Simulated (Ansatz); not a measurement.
This geometry of a periodic cell of 63 atoms, Mg$_{32}$O$_{30}$F (host MgO, host structure Fm-3m, dopant F, one O atom removed), cell charge +1 is a first-order saddle point.

Level of theory: DFT PBE, scalar-relativistic, plane waves, PAW in Ansatz 0.2.0. Settings: PAW set soft_1, cutoff 420 eV, k mesh 1x1x1, gaussian smearing 0.02 eV, no spin polarisation.

```xyz
63
Lattice="8.6060 0.0000 0.0000 0.0000 8.6060 0.0000 0.0000 0.0000 8.6060" Properties=species:S:1:pos:R:3
Mg 4.326 -0.001 -0.094
O 6.430 2.128 2.161
Mg 6.448 2.161 0.006
O -0.016 4.303 2.150
Mg 6.548 -0.001 2.128
O 0.025 2.128 4.291
Mg -0.047 -0.001 -0.048
O 2.129 2.166 2.127
Mg 2.148 2.187 -0.011
O 4.297 4.302 2.157
Mg 4.305 4.303 -0.004
O 6.429 6.477 2.161
Mg 6.447 6.444 0.007
O -0.025 -0.001 2.150
Mg 1.929 0.003 1.927
O 4.327 2.167 4.325
Mg 4.282 2.235 2.171
O 6.472 4.303 4.302
Mg 6.458 4.303 2.149
O 0.026 6.477 4.291
Mg 4.527 0.003 4.525
O 6.458 2.144 6.457
Mg 6.465 2.187 4.306
O 0.009 4.303 6.446
Mg 6.502 -0.001 6.501
O -0.003 2.143 -0.004
Mg -0.011 4.303 -0.012
O 2.129 6.438 2.128
Mg 2.148 6.420 -0.010
F 3.228 -0.002 3.226
Mg -0.010 2.187 2.147
O 2.158 4.302 4.296
Mg 2.124 4.303 2.123
O 4.326 6.437 4.325
Mg 4.281 6.370 2.173
O 6.480 -0.001 4.303
Mg -0.093 -0.001 4.325
O 2.163 2.128 6.429
Mg 2.173 2.235 4.281
O 4.304 4.303 6.471
Mg 4.331 4.303 4.330
O 6.458 6.462 6.457
Mg 6.464 6.420 4.306
O 0.009 0.000 6.445
Mg 2.129 -0.001 6.547
O 4.293 2.128 0.024
Mg 4.307 2.187 6.464
O 6.447 4.303 0.007
Mg 6.466 4.303 6.465
O -0.003 6.462 -0.004
Mg -0.008 6.420 2.147
Mg -0.003 4.303 4.304
O 2.163 6.477 6.428
Mg 2.174 6.370 4.280
O 4.305 -0.001 6.479
Mg 0.008 2.161 6.446
O 2.151 4.303 -0.018
Mg 2.150 4.303 6.457
O 4.293 6.477 0.025
Mg 4.307 6.420 6.462
O 6.446 0.000 0.008
Mg 0.008 6.444 6.446
O 2.151 -0.001 -0.026
```

Task: Which two structures does it join? (They come from a converged band through this point; their orientation in space is the band's.)

Result: Contacts lost: Mg1–F30, Mg5–F30, Mg17–F30, F30–Mg35. Contacts made: F30–Mg37, F30–Mg39, F30–Mg45, F30–Mg54. The atom that moves furthest is F30, by 3.16 Å; four of its nearest neighbours are Mg1 2.21, Mg5 2.21, Mg17 2.26, Mg35 2.26 Å at the first end and Mg37 2.21, Mg45 2.21, Mg39 2.26, Mg54 2.26 Å at the last.

First end point:

```xyz
63
Lattice="8.6060 0.0000 0.0000 0.0000 8.6060 0.0000 0.0000 0.0000 8.6060" Properties=species:S:1:pos:R:3
Mg 4.315 0.000 -0.102
O 6.433 2.128 2.151
Mg 6.456 2.154 -0.003
O 0.002 4.302 2.152
Mg 6.556 -0.001 2.138
O 0.002 2.143 4.295
Mg -0.012 0.000 -0.018
O 2.175 2.129 2.149
Mg 2.152 2.160 -0.001
O 4.302 4.302 2.151
Mg 4.306 4.302 -0.018
O 6.433 6.477 2.150
Mg 6.456 6.451 -0.003
O -0.004 -0.001 2.148
Mg 2.040 0.000 2.111
O 4.304 2.129 4.279
Mg 4.305 2.255 2.149
O 6.450 4.303 4.295
Mg 6.471 4.302 2.148
O 0.002 6.462 4.295
Mg 4.342 -0.001 4.414
O 6.450 2.144 6.451
Mg 6.454 2.160 4.301
O 0.003 4.302 6.451
Mg 6.471 -0.001 6.466
O 0.003 2.144 0.004
Mg 0.000 4.302 -0.009
O 2.175 6.476 2.149
Mg 2.152 6.445 -0.001
F 4.343 0.000 2.110
Mg 0.000 2.167 2.150
O 2.158 4.302 4.295
Mg 2.136 4.303 2.142
O 4.304 6.476 4.279
Mg 4.305 6.349 2.149
O 6.433 -0.001 4.279
Mg -0.054 -0.001 4.319
O 2.158 2.143 6.452
Mg 2.153 2.190 4.300
O 4.302 4.302 6.452
Mg 4.312 4.302 4.318
O 6.450 6.461 6.451
Mg 6.454 6.445 4.301
O 0.000 -0.001 6.454
Mg 2.135 0.000 6.507
O 4.303 2.129 0.020
Mg 4.303 2.167 6.454
O 6.450 4.302 0.003
Mg 6.462 4.302 6.454
O 0.003 6.461 0.004
Mg -0.001 6.438 2.150
Mg -0.007 4.302 4.308
O 2.159 6.462 6.452
Mg 2.153 6.415 4.300
O 4.305 0.000 6.457
Mg 0.002 2.157 6.452
O 2.158 4.302 0.003
Mg 2.146 4.302 6.460
O 4.303 6.476 0.020
Mg 4.304 6.438 6.454
O 6.438 0.000 0.016
Mg 0.002 6.448 6.452
O 2.175 0.000 0.021
```

Last end point:

Only the atoms that move by more than 0.05 Å are listed.
```
Mg15 2.112 0.000 2.037
Mg17 4.303 2.190 2.152
Mg21 4.417 0.000 4.342
F30 2.110 0.000 4.344
Mg35 4.303 6.416 2.152
Mg39 2.151 2.256 4.303
Mg54 2.151 6.350 4.303
```

Task: How far does it lie above each of them?

Result: 2.30 eV above the first and 2.30 eV above the second. This is the barrier of this one path; another mechanism may lie lower. Limits of this set-up: coarse k mesh, no spin, though dangling bonds at a vacancy may carry it, charged cell in a uniform background, uncorrected.

Time of the run: 5.3 min on 4 threads of Arm Neoverse V2 (shared host), peak memory 2.9 GiB.
